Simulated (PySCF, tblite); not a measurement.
# C₈H₂₆Si₇: electronic excitations, NMR shifts, part 1 of 2

What do calculations give for the electronic excitations, NMR shifts of C₈H₂₆Si₇?

Computed with tblite 0.8.0 and PySCF 2.14.0 and routines of our own; the level stands in each step. Atoms count from 0.

## 1. The system as given

41 atoms, charge 0, multiplicity 1; geometry from: force field, distance geometry or constructed start.

## 2. Geometry optimisation with GFN2-xTB

Job settings and geometry (Å):

```
{"job": {"kind": "relax", "xc": "GFN2-xTB", "basis": "xTB"}, "charge": 0, "multiplicity": 1}
C     -3.252100     0.098700     1.661200
Si    -3.260200     0.103100    -0.232000
C     -3.251800     1.878100    -0.853500
Si    -3.257700     1.884800     2.285900
C      4.449400    -0.790700    -0.851100
C      1.364100    -0.790000    -0.857100
C      2.909000    -3.457700    -0.857800
C     -1.712100    -0.786800    -0.853000
Si     2.911600     0.098400    -0.225500
Si     4.447600    -2.570300    -0.223500
Si    -0.176100     0.099300    -0.227200
Si     1.364900    -2.571500    -0.225100
C     -0.177400     1.881100    -0.849500
C     -1.713300     2.769800     1.660100
Si    -1.717700     2.775500    -0.224900
H     -4.148900    -0.412700     2.032400
H     -2.366700    -0.411400     2.027000
H     -4.433900    -0.581700    -0.706100
H     -3.257600     1.882200    -1.942000
H     -4.144200     2.395200    -0.488400
H     -4.435100     2.563100     1.813600
H     -3.257900     1.881900     3.731900
H      4.453800    -0.784900    -1.937900
H      5.336200    -0.280000    -0.492600
H      1.367900    -0.786900    -1.943600
H      2.902800    -3.460300    -1.942000
H      2.909600    -4.484800    -0.491800
H     -1.716100    -0.788900    -1.943300
H     -1.714900    -1.816800    -0.493100
H      2.910000     0.100900     1.218300
H      2.912500     1.458700    -0.706200
H      5.624300    -3.247000    -0.704900
H      4.449400    -2.569400     1.213000
H     -0.171900     0.099200     1.218600
H      0.192900    -3.246500    -0.708400
H      1.367900    -2.567300     1.212000
H     -0.174800     1.880500    -1.948600
H      0.716800     2.396800    -0.493700
H     -1.714400     3.794200     2.026000
H     -0.830400     2.260000     2.027300
H     -1.715600     4.125800    -0.701300
```

Command:

```console
$ OMP_NUM_THREADS=1 python large_run.py task.json out
```

One launch serves the whole session: the jobs run in the order shown.

What it wrote:

```text
step      E/eV     max force
  0   -1154.44663    1.008
  1   -1154.54409    0.595
  2   -1154.60630    0.371
  3   -1154.64358    0.444
  4   -1154.68088    0.323
  5   -1154.69827    0.249
  6   -1154.70751    0.191
  7   -1154.71448    0.194
  8   -1154.72453    0.242
  9   -1154.73534    0.187
 10   -1154.74288    0.135
 11   -1154.74750    0.100
 12   -1154.75234    0.148
 13   -1154.75866    0.180
 14   -1154.76602    0.153
 15   -1154.77278    0.142
 16   -1154.77789    0.117
 17   -1154.78181    0.110
 18   -1154.78520    0.096
 19   -1154.78847    0.117
 20   -1154.79227    0.117
 21   -1154.79689    0.142
 22   -1154.80139    0.126
 23   -1154.80445    0.087
 24   -1154.80615    0.078
 25   -1154.80746    0.074
 26   -1154.80897    0.073
 27   -1154.81047    0.062
 28   -1154.81167    0.075
 29   -1154.81266    0.069
 30   -1154.81369    0.072
 31   -1154.81478    0.066
 32   -1154.81581    0.052
 33   -1154.81673    0.055
 34   -1154.81764    0.055
 35   -1154.81861    0.065
 36   -1154.81950    0.057
 37   -1154.82020    0.057
 38   -1154.82079    0.057
 39   -1154.82139    0.047
 40   -1154.82204    0.058
 41   -1154.82267    0.048
 42   -1154.82323    0.048
 43   -1154.82373    0.052
 44   -1154.82419    0.040
 45   -1154.82464    0.044
 46   -1154.82513    0.045
 47   -1154.82565    0.053
 48   -1154.82612    0.044
 49   -1154.82644    0.027
 50   -1154.82663    0.024
 51   -1154.82680    0.028
 52   -1154.82698    0.035
 53   -1154.82717    0.028
 54   -1154.82735    0.024
 55   -1154.82751    0.021
 56   -1154.82765    0.022
 57   -1154.82778    0.023
 58   -1154.82787    0.014
```

It took 3.9 s on 1 thread of Arm Neoverse N1, shared host; peak memory 0.17 GiB.

Relaxation path:

| step | energy from step 0 (eV) | largest force (eV/Å) |
| --- | --- | --- |
| 0 | 0.0000 | 1.0077 |
| 1 | -0.0975 | 0.5943 |
| 2 | -0.1597 | 0.3710 |
| 3 | -0.1970 | 0.4446 |
| 4 | -0.2342 | 0.3230 |
| 5 | -0.2516 | 0.2488 |
| 6 | -0.2609 | 0.1906 |
| 7 | -0.2679 | 0.1945 |
| 8 | -0.2779 | 0.2427 |
| 12 | -0.3057 | 0.1476 |
| 16 | -0.3313 | 0.1174 |
| 20 | -0.3456 | 0.1171 |
| 24 | -0.3595 | 0.0782 |
| 28 | -0.3650 | 0.0747 |
| 33 | -0.3701 | 0.0546 |
| 37 | -0.3736 | 0.0560 |
| 41 | -0.3760 | 0.0486 |
| 45 | -0.3780 | 0.0434 |
| 49 | -0.3798 | 0.0276 |
| 54 | -0.3807 | 0.0238 |
| 55 | -0.3809 | 0.0213 |
| 56 | -0.3810 | 0.0227 |
| 57 | -0.3812 | 0.0228 |
| 58 | -0.3812 | 0.0134 |

Distances of close pairs at the start and the end, largest changes first:

| bond | before (Å) | after (Å) | change (Å) |
| --- | --- | --- | --- |
| Si14–H40 | 1.432 | 1.482 | +0.050 |
| Si1–H17 | 1.439 | 1.483 | +0.043 |
| Si11–H34 | 1.436 | 1.476 | +0.039 |
| Si3–H20 | 1.439 | 1.474 | +0.035 |
| Si9–H31 | 1.440 | 1.475 | +0.034 |
| Si11–H35 | 1.437 | 1.471 | +0.034 |
| Si10–H33 | 1.446 | 1.480 | +0.034 |
| Si8–H30 | 1.443 | 1.476 | +0.033 |

The next job starts from the end point, and lists it.

## 3. Harmonic vibrations with GFN2-xTB

Job settings and geometry (Å):

```
{"job": {"kind": "ir", "xc": "GFN2-xTB", "basis": "xTB"}, "charge": 0, "multiplicity": 1}
C     -3.420226     0.165391     1.652644
Si    -3.337900     0.120555    -0.250875
C     -3.282230     1.896076    -0.927868
Si    -3.278779     1.893816     2.424095
C      4.533870    -0.843594    -0.828922
C      1.399922    -0.807786    -0.827147
C      2.996720    -3.504480    -0.830603
C     -1.746619    -0.765909    -0.795584
Si     2.977906     0.104602    -0.291476
Si     4.584810    -2.647920    -0.249272
Si    -0.159090     0.092824    -0.201809
Si     1.397883    -2.630936    -0.293018
C     -0.209607     1.896742    -0.795543
C     -1.852515     2.880589     1.652605
Si    -1.772358     2.831688    -0.250806
H     -4.354082    -0.279662     1.989765
H     -2.627534    -0.467089     2.048236
H     -4.518021    -0.591642    -0.796811
H     -3.250060     1.876972    -2.014955
H     -4.194557     2.422166    -0.655795
H     -4.541076     2.622652     2.206887
H     -3.082276     1.780217     3.881702
H      4.609940    -0.816288    -1.915673
H      5.411334    -0.318825    -0.455441
H      1.376837    -0.793708    -1.920116
H      3.012088    -3.582948    -1.917359
H      2.980323    -4.527120    -0.458273
H     -1.736608    -0.834439    -1.882317
H     -1.758106    -1.789739    -0.429017
H      2.987802     0.266687     1.170911
H      3.034318     1.448376    -0.899607
H      5.761074    -3.326953    -0.823766
H      4.690732    -2.710013     1.215030
H     -0.106409     0.061854     1.276552
H      0.262620    -3.350460    -0.902240
H      1.261499    -2.721849     1.168985
H     -0.145082     1.922048    -1.882117
H      0.671505     2.418032    -0.429197
H     -1.933981     3.911764     1.990110
H     -0.908391     2.510304     2.048140
H     -1.745750     4.209196    -0.796843
```

What it wrote:

```text
mode    cm-1     km/mol
  1      16.5      0.05
  2      24.1      0.09
  3      47.6      0.08
  4      57.9      0.17
  5      86.6      0.06
  6      97.5      0.00
  7      98.8      0.45
  8     114.2      2.60
  9     145.5      0.21
 10     153.3      0.66
 11     167.7      0.02
 12     168.1      0.07
 13     188.5      2.59
 14     194.4      0.03
 15     205.1      3.73
 16     207.5      3.49
 17     222.7      3.31
 18     240.2      3.41
 19     260.2      2.37
 20     260.9     16.53
 21     294.2     11.46
 22     350.2     10.95
 23     440.4     13.24
 24     450.0     10.26
 25     454.4     28.89
 26     461.8     56.96
 27     547.8      1.19
 28     553.3      9.80
 29     555.9     16.01
 30     572.6     31.25
 31     573.1     37.49
 32     580.8      8.60
 33     585.4     67.75
 34     587.3      2.10
 35     597.5      0.48
 36     602.9     58.09
 37     606.1     13.52
 38     617.3     23.16
 39     621.8      2.34
 40     642.0    245.45
 41     657.9      6.84
 42     659.8     30.63
 43     662.3      6.49
 44     671.5      7.06
 45     687.1     51.53
 46     688.1     12.98
 47     695.3      6.90
 48     708.6     52.12
 49     712.9    155.11
 50     714.8     89.03
 51     742.2      1.03
 52     748.0    334.84
 53     754.6    378.99
 54     762.2     18.92
 55     773.9    393.28
 56     781.3    429.02
 57     784.2      2.25
 58     796.0    391.43
 59     804.8    269.38
 60     809.0     39.32
 61     813.8    141.95
 62     820.2    544.91
 63     826.9    105.53
 64     829.9    489.83
 65     838.1      2.47
 66     841.4    344.26
 67     841.9    427.93
 68     847.0    419.24
 69     987.4      3.26
 70    1004.8      5.64
 71    1006.1      0.34
 72    1008.6     14.29
 73    1018.1      8.34
 74    1020.5      5.82
 75    1028.0      0.30
 76    1060.7    201.98
 77    1065.4     68.10
 78    1105.2      7.16
 79    1121.2     66.76
 80    1125.2    289.54
 81    1127.2     43.77
 82    1136.0     99.01
 83    1137.1    104.56
 84    1143.5    113.26
 85    1458.8      2.48
 86    1460.0      0.07
 87    1461.0      1.99
 88    1463.3      0.03
 89    1463.5      1.67
 90    1466.7      0.61
 91    1467.6      0.83
 92    2100.0    516.70
 93    2105.2    343.90
 94    2118.7    157.28
 95    2147.9    403.50
 96    2152.0     68.76
 97    2154.3    814.24
 98    2164.5    399.46
 99    2176.3    288.64
100    2190.3     81.16
101    2196.8    205.78
102    2214.0    811.14
103    2916.4     28.23
104    2974.4      9.52
105    2978.2     74.14
106    2981.2      6.08
107    2984.8     46.18
108    2989.3     10.32
109    2992.2     61.13
110    2993.3     29.55
111    2996.1     46.25
112    2997.6     21.84
113    3000.4     50.29
114    3002.0     41.37
115    3003.5     21.23
116    3005.5     51.94
117    3007.3     60.87
```

It took 15 s on 1 thread of Arm Neoverse N1, shared host; peak memory 0.16 GiB.

Which atoms move in the most intense modes:

| cm⁻¹ | km/mol | atoms |
| --- | --- | --- |
| 781 | 429.0 | H32 20 %, H31 19 %, H34 11 %, H35 11 % |
| 820 | 544.9 | Si14 12 %, C7 12 %, Si1 11 % |
| 830 | 489.8 | Si14 14 %, C13 13 %, C0 13 %, Si1 12 % |
| 842 | 427.9 | Si9 23 %, C6 21 %, C4 16 % |
| 847 | 419.2 | C5 45 %, H24 15 %, Si11 10 % |
| 2100 | 516.7 | H17 89 % |
| 2154 | 814.2 | H21 32 %, H34 28 %, H30 12 %, H31 11 % |
| 2214 | 811.1 | H32 68 %, H35 14 %, H29 13 % |

## 4. Electronic excitations: TDA PBE0/def2-SVP

Settings changed since step 3:

```diff
@@ -1,2 +1,2 @@
-{"job": {"kind": "ir", "xc": "GFN2-xTB", "basis": "xTB"}, "charge": 0, "multiplicity": 1}
+{"job": {"kind": "uv", "basis": "def2-SVP", "grid": 1, "kgrid": 0, "vcut": 1.5, "nstates": 6, "ntriplets": 2, "tda": true, "delta": ["ip_vertical"], "pop": true, "xc": "PBE0"}, "charge": 0, "multiplicity": 1}
 C     -3.420226     0.165391     1.652644
```

Level: TDA PBE0/def2-SVP, vertical, gas phase, core orbitals frozen in the response, virtual orbitals cut by energy.

What it wrote:

```text
start: PBE on a coarse grid of 34206 points
cycle   1  E = -2343.9239472493  dE =  8.378e-01  |g| = 1.176e+00  |ddm| = 6.471e+00
cycle   2  E = -2343.2959367808  dE =  6.280e-01  |g| = 1.855e+00  |ddm| = 3.435e+00
cycle   3  E = -2344.2849273208  dE = -9.890e-01  |g| = 1.895e-01  |ddm| = 2.393e+00
cycle   4  E = -2344.2966704422  dE = -1.174e-02  |g| = 6.076e-02  |ddm| = 3.898e-01
cycle   5  E = -2344.2976659628  dE = -9.955e-04  |g| = 2.614e-02  |ddm| = 1.069e-01
cycle   6  E = -2344.2978470005  dE = -1.810e-04  |g| = 7.259e-03  |ddm| = 3.569e-02
final grid: 137738 points
cycle   7  E = -2344.9922860082  dE = -9.224e-03  |g| = 3.228e-02  |ddm| = 4.416e-01
cycle   8  E = -2344.9922278078  dE =  5.820e-05  |g| = 3.672e-02  |ddm| = 8.644e-02
cycle   9  E = -2344.9925940939  dE = -3.663e-04  |g| = 3.080e-03  |ddm| = 4.366e-02
cycle  10  E = -2344.9925976016  dE = -3.508e-06  |g| = 1.594e-03  |ddm| = 5.834e-03
cycle  11  E = -2344.9926000840  dE = -2.482e-06  |g| = 4.549e-04  |ddm| = 2.365e-03
cycle  12  E = -2344.9925974656  dE =  2.618e-06  |g| = 1.303e-04  |ddm| = 6.754e-04
cycle  13  E = -2344.9925991976  dE = -1.732e-06  |g| = 1.965e-05  |ddm| = 1.973e-04
converged SCF energy = -2344.9925991976
Vertical ionisation energy (delta-SCF) = 8.8956 eV   <S^2> = 0.755

Static polarisability (au): isotropic 241.673, principal 204.347 227.863 292.808

Singlet excitations
state   eV       nm        f      main configurations
  1   7.1540    173.3   0.01068   H->L+1 0.81, H->L 0.12
  2   7.1561    173.3   0.04403   H->L 0.83, H->L+1 0.12
  3   7.4092    167.3   0.00022   H-1->L 0.68, H-3->L 0.20
  4   7.4231    167.0   0.02276   H-1->L+1 0.73, H-3->L+1 0.18
  5   7.4504    166.4   0.02731   H-1->L+2 0.90
  6   7.4650    166.1   0.12252   H->L+2 0.88

Triplet excitations (Tamm-Dancoff, eV): 6.8891 6.9313
```

Wall time 5.1 min (1 thread of Arm Neoverse N1, shared host); peak memory 0.66 GiB.

Frontier orbitals and where they lie:

| orbital | eV | atoms |
| --- | --- | --- |
| HOMO−4 | -8.27 | Si9 10 %, H31 10 %, C6 10 % |
| HOMO−3 | -8.07 | C5 15 %, C2 8 %, C7 8 % |
| HOMO−2 | -8.00 | C0 17 %, C13 17 %, H21 14 % |
| HOMO−1 | -7.67 | C2 19 %, H40 10 %, H17 10 % |
| HOMO | -7.63 | C5 20 %, Si10 10 %, C7 10 % |
| LUMO | 0.57 | Si8 19 %, Si11 19 %, Si9 14 % |
| LUMO+1 | 0.63 | Si11 16 %, Si8 16 %, Si9 15 % |
| LUMO+2 | 0.81 | Si10 20 %, Si14 12 %, Si1 12 % |
| LUMO+3 | 1.06 | Si11 20 %, Si8 20 %, Si9 8 % |

With each of the 6 states as a Gaussian band of 0.4 eV half-width at 1/e, the curve within the window shown has maxima at 168 nm (ε 8,400) L/(mol cm). Beyond the last state computed it falls off for lack of states. The curve at chosen wavelengths:

(nm, ε (L/mol/cm)): (160, 4088), (161, 4902), (162, 5710), (163, 6471), (165, 7691), (166, 8088), (167, 8316), (168, 8370), (169, 8258), (170, 7995), (172, 7109), (173, 6542), (174, 5931), (175, 5300), (176, 4672), (177, 4066), (179, 2966), (180, 2489), (181, 2065), (182, 1694), (183, 1375), (184, 1104), (186, 689), (187, 536), (188, 413), (189, 315)

Leading natural transition orbitals of singlet state 6: the hole lies on C5 21 %; C7, C12 about 11 % each; Si10 7 %; the particle on H33 9 %; Si1, Si10, Si14 about 8 % each; C5 6 %.

Leading natural transition orbitals of singlet state 1: the hole lies on C5 24 %; 4 C atoms about 8 % each; Si10 8 %; the particle on Si8, Si10, Si11 about 7 % each; H29, H30 about 6 % each.

Further results of this job:

| property | computed |
| --- | --- |
| dipole moment (D) | 1.86 |
| polarisability (Å³) | 35.81 |
| HOMO–LUMO gap (eV) | 8.20 |
| −ε(HOMO) (eV) | 7.63 |

The fields below are evaluated on a grid from the run's orbitals.

Frontier orbitals at PBE0/def2-SVP, with the share of their density that lies nearest to each atom:

| orbital | energy (eV) | lies on |
| --- | --- | --- |
| HOMO | -7.63 | C5 21 %; C7, C12 about 9 % each; Si10 7 % |
| LUMO | 0.57 | Si8, Si11 about 9 % each; H29, H32, H35 about 8 % each; H30, H34 about 6 % each |

ELF in a plane through or near 9 of the atoms.

Ten even steps from ' ' (0.00) to '@' (1.00):
```
                                                        
                                                        
                    ====            ::::                
                  --@@@@==  --..  ..%%%%::              
                  ==@@@@**..@@##  --@@@@==              
            ..::..==@@@@==--@@%%----%%%%--              
          ..##%%++--%%%%..::@@**%%..::++..              
          ..%%@@**--::--  ..**--@@::++::                
      ::..  ++**--::****==--%%%%##::--++....            
    ..##**......  ..**..##..::++..::##++**++            
    ..##**......  ..**..##::::++..::##++**++            
      --..  ++**--::##**==--@@%%##::--**....            
          ..%%@@**--::--  ..**::@@--%%::                
          ..##%%++--%%%%..::@@**%%..::++..              
            ..::..==@@@@++--@@%%----%%@@--              
                  ==@@@@++  @@**  ::@@@@==              
                  ::@@@@--  --..  ..%%%%::              
                    ====            ::::                
                                                        
                                                        
```
The map spans 18.6 Å across and 10.7 Å up, centred on the molecule. Atoms in the plane (x, y in Å): Si1 (2.9, -1.6), C5 (-1.7, 0.0), C7 (1.0, -1.5), C12 (1.0, 1.5), Si14 (2.9, 1.6), H28 (0.5, -2.4), H30 (-2.0, 2.8), H34 (-2.0, -2.8), H37 (0.5, 2.4).

On the surface of density 0.002 e/bohr³ the electrostatic potential runs, from the 1st to the 99th percentile, from -0.23 to 0.90 V.

(Continued in part 2 of 2.)
